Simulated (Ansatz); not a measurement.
**C3H7AlO: up Jacob's ladder to CCSD(T)**

The task here is to estimate one member of a computed series from the others.

Computed with Ansatz 0.2.0, Gaussian basis. Level: functionals in def2-TZVPP, the program's frozen cores in correlated methods.

Levels to be run: PBE-D4, r2SCAN-D4, PBE0-D4, B3LYP-D4, ωB97X-V, ωB97M-V, B2PLYP; CCSD(T)/def2-TZVPP; MP2/def2-QZVPP; extrapolation to the limit.

## The geometry

The geometry comes from an earlier relaxation with PBE0-D4 in a triple-zeta def2 set; it is a stationary point, not always the lowest conformer.

SMILES `C1C[O][AlH][CH2]1`, 12 atoms, charge 0, spin multiplicity 1.

Atoms are counted from 1 here; the program's logs count them from 0.

Bond lengths: C1–C2 1.535 Å, C1–C5 1.541 Å, C1–H6 1.095 Å, C1–H7 1.096 Å, C2–O3 1.417 Å, C2–H8 1.095 Å, C2–H9 1.099 Å, O3–Al4 1.714 Å, Al4–C5 1.955 Å, Al4–H10 1.578 Å, C5–H11 1.091 Å, C5–H12 1.097 Å. Angles: C2–C1–C5 110.5°, C2–C1–H6 109.7°, C2–C1–H7 108.1°, C5–C1–H6 112.8°, C5–C1–H7 108.9°, H6–C1–H7 106.7°, C1–C2–O3 110.9°, C1–C2–H8 110.5°, C1–C2–H9 109.8°, O3–C2–H8 109.2°, O3–C2–H9 109.2°, H8–C2–H9 107.2°, C2–O3–Al4 110.2°, O3–Al4–C5 97.3°, O3–Al4–H10 122.7°, C5–Al4–H10 140.0°, C1–C5–Al4 97.4°, C1–C5–H11 112.5° and more.

The first run:

The input, in.yaml:

```yaml
crystal:
  periodic: [false, false, false]
  atoms:
    - {symbol: C, position_ang: [-0.952873, 0.149054, 0.125854]}
    - {symbol: C, position_ang: [-0.323717, -1.223947, 0.400869]}
    - {symbol: O, position_ang: [0.853201, -1.403340, -0.368235]}
    - {symbol: Al, position_ang: [1.524329, 0.117299, -0.785013]}
    - {symbol: C, position_ang: [0.138107, 1.232248, 0.025519]}
    - {symbol: H, position_ang: [-1.702310, 0.371564, 0.893133]}
    - {symbol: H, position_ang: [-1.486924, 0.094251, -0.829890]}
    - {symbol: H, position_ang: [-1.032595, -2.024466, 0.164995]}
    - {symbol: H, position_ang: [-0.075223, -1.313474, 1.467927]}
    - {symbol: H, position_ang: [2.883556, 0.261230, -1.573674]}
    - {symbol: H, position_ang: [-0.201956, 2.119345, -0.509982]}
    - {symbol: H, position_ang: [0.453304, 1.565138, 1.022397]}
basis:
  gaussian: {orbitals: def2-TZVPP}
hamiltonian: {xc: pbe, dispersion: d4}
output: {forces: true, orbitals: {seedname: orbitals}}
```

On the command line:

```bash
ansatz run in.yaml --threads 4 --pin off --events-out ev --progress --plain --max-ram 10444MiB
```

Steps of the session up to this table: PBE-D4 (GGA); r2SCAN-D4 (meta-GGA); PBE0-D4 (hybrid); B3LYP-D4 (hybrid); ωB97X-V (range-separated); ωB97M-V (range-separated); B2PLYP (double hybrid); CCSD(T) in def2-TZVPP; MP2 in def2-QZVPP.

One table of the session follows, with a row left open; its other results are not shown here.

| method | atomisation energy (eV) |
| --- | --- |
| PBE-D4 | 49.057 |
| r2SCAN-D4 | 48.392 |
| PBE0-D4 | 48.346 |
| B3LYP-D4 | 48.096 |
| ωB97X-V | ? |
| ωB97M-V | 48.367 |
| B2PLYP | 47.692 |
| HF/def2-TZVPP | 35.633 |
| MP2/def2-TZVPP | 47.898 |
| CCSD/def2-TZVPP | 46.421 |
| CCSD(T)/def2-TZVPP | 47.090 |
| MP2/CBS | 49.044 |
| CCSD(T)/CBS | 48.236 |

Estimate the missing values for ωB97X-V.

The run gave: atomisation energy (eV): 48.349. In the column «atomisation energy (eV)» it lies between PBE0-D4 (48.346) and ωB97M-V (48.367).

Caveats from the session: Free atoms (3 C, 1 O, 1 Al, 7 H) were run apart at each level; the atomisation energy is their sum less the molecule, without zero-point or spin-orbit terms.
